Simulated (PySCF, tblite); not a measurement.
# C₅H₁₀NP: geometry, infrared bands and NMR shifts

What infrared bands and NMR shifts should C₅H₁₀NP (`CC1=CCCP1N`) show?

Programs: tblite 0.8.0 and PySCF 2.14.0, with density-fitted response routines of our own. Each step states its level of theory. These are calculated values for one molecule in the gas phase, unless marked as measured. Atoms are numbered from 0 throughout.

## (1) Starting geometry

17 atoms, charge 0, multiplicity 1; geometry from: force field or distance geometry start.

Bonds of the start (Å): C0–C1 1.50, C1–C2 1.32, C2–C3 1.51, C3–C4 1.55, C4–P5 1.86, P5–N6 1.70, P5–C1 1.87, C0–H7 1.09, C0–H8 1.09, C0–H9 1.08, C2–H10 1.08, C3–H11 1.10, C3–H12 1.08, C4–H13 1.09, C4–H14 1.09, N6–H15 1.00, N6–H16 1.02.

## (2) Optimising the geometry with GFN2-xTB

What the job is given:

```
{"job": {"kind": "relax", "xc": "GFN2-xTB", "basis": "xTB"}, "charge": 0, "multiplicity": 1}
C      2.176100    -0.887200     0.146500
C      0.870000    -0.152600     0.020800
C      0.422500     0.501900    -1.037700
C     -0.932300     1.171400    -0.933100
C     -1.316000     1.245500     0.564100
P     -0.333700    -0.064600     1.445400
N     -1.249500    -1.426500     1.013300
H      2.003400    -1.939000     0.369400
H      2.784100    -0.462100     0.950600
H      2.741800    -0.825000    -0.776200
H      0.961500     0.555900    -1.974700
H     -1.672500     0.572200    -1.481700
H     -0.917500     2.168500    -1.353300
H     -1.007900     2.220200     0.956500
H     -2.396900     1.153300     0.710600
H     -1.338000    -1.538600     0.019100
H     -0.802000    -2.281300     1.350300
```

Run with:

```console
$ OMP_NUM_THREADS=1 python probes_run.py task.json out
```

One launch serves the whole session: the jobs run in the order shown.

**Question.** This job is followed by: GFN2-xTB harmonic vibrations, gas phase; GIAO PBE0/pcSseg-1 NMR shielding, non-relativistic, gas phase. Predict these results of the whole session: strongest single infrared mode (GFN2-xTB); zero-point energy (GFN2-xTB); 13C shifts against TMS (PBE0/pcSseg-1); 1H shifts against TMS (PBE0/pcSseg-1, means over atoms taken as alike); 31P shifts against H3PO4 (PBE0/pcSseg-1); 15N shifts against NH3 (PBE0/pcSseg-1); surface potential, 1st and 99th percentile.

As calculated:

| quantity | value |
| --- | --- |
| strongest single infrared mode (GFN2-xTB) | 649 cm⁻¹, 205 km/mol |
| zero-point energy (GFN2-xTB) | 88.0 kcal/mol |
| 13C shifts against TMS (PBE0/pcSseg-1) | 158.7, 141.7, 37.0, 35.5, 19.8 ppm |
| 1H shifts against TMS (PBE0/pcSseg-1, means over atoms taken as alike) | 6.14, 2.77, 2.13, 1.90, 1.12 ppm |
| 31P shifts against H3PO4 (PBE0/pcSseg-1) | 36.8 ppm |
| 15N shifts against NH3 (PBE0/pcSseg-1) | 41.3 ppm |
| surface potential, 1st and 99th percentile | -1.30 V and 1.34 V |

**Reading.** The optimisation took 58 steps and gained 0.102 eV; among the close pairs (by a distance rule), C2–C3 changed most, from 1.515 to 1.496 Å. No mode is imaginary among the 45: a minimum at this level. The strongest single mode, at 649 cm⁻¹, has its largest shares on N6, H16 and H15 (the list is cut at 3 atoms). Unscaled tight-binding wavenumbers are off by several per cent, some by more. Its intensities can rank the bands wrongly. H10 (hydrogen on an alkene CH) lies farthest downfield among hydrogen, at 6.14 ppm; olefinic region. At PBE0/pcSseg-1: The largest span, 216 ppm, is at C1, where the paramagnetic term is -240 ppm.
